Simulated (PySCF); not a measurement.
# C2H6O2Si: the cost of one run

Computed with PySCF 2.14.0, with density-fitted response routines of our own, on a single molecule in the gas phase. Atoms are numbered from 0 throughout.

## 1. The molecule as given

11 atoms, charge 0, multiplicity 1; geometry from: GFN2-xTB. The atoms were then displaced at random by about 0.01 Å, so the start is not that level's minimum.

Bonds of the start (Å): C0–C1 1.48, C1–O2 1.21, C1–O3 1.35, O3–Si4 1.63, C0–H5 1.06, C0–H6 1.11, C0–H7 1.10, Si4–H8 1.48, Si4–H9 1.46, Si4–H10 1.44.

## 2. Geometry optimisation at PBE0-D3(BJ)/def2-SVP

The job: settings as JSON, then the geometry in Å.

```
{"job": {"xc": "PBE0", "basis": "def2-SVP", "d3": "d3bj", "grid": 1, "shake": 0.01, "kind": "geom"}, "charge": 0, "multiplicity": 1}
C     -1.888290     0.152250     0.499150
C     -0.567280     0.250270    -0.170900
O     -0.371240     0.728550    -1.259930
O      0.438540    -0.266190     0.571390
Si     1.991770    -0.322850     0.075820
H     -2.153510    -0.858760     0.695170
H     -2.655340     0.616490    -0.147240
H     -1.855250     0.710800     1.440580
H      2.535340    -0.968760     1.286060
H      2.474340     1.043300    -0.096530
H      2.089030    -1.110940    -1.124280
```

Command:

```bash
OMP_NUM_THREADS=1 python probes_run.py task.json out
```

One launch serves the whole session: the jobs run in the order shown.

Q: Estimate the wall time and peak memory of this first job on 1 thread of Arm Neoverse V2, shared host.

About 17 s, with a peak of 0.43 GiB.
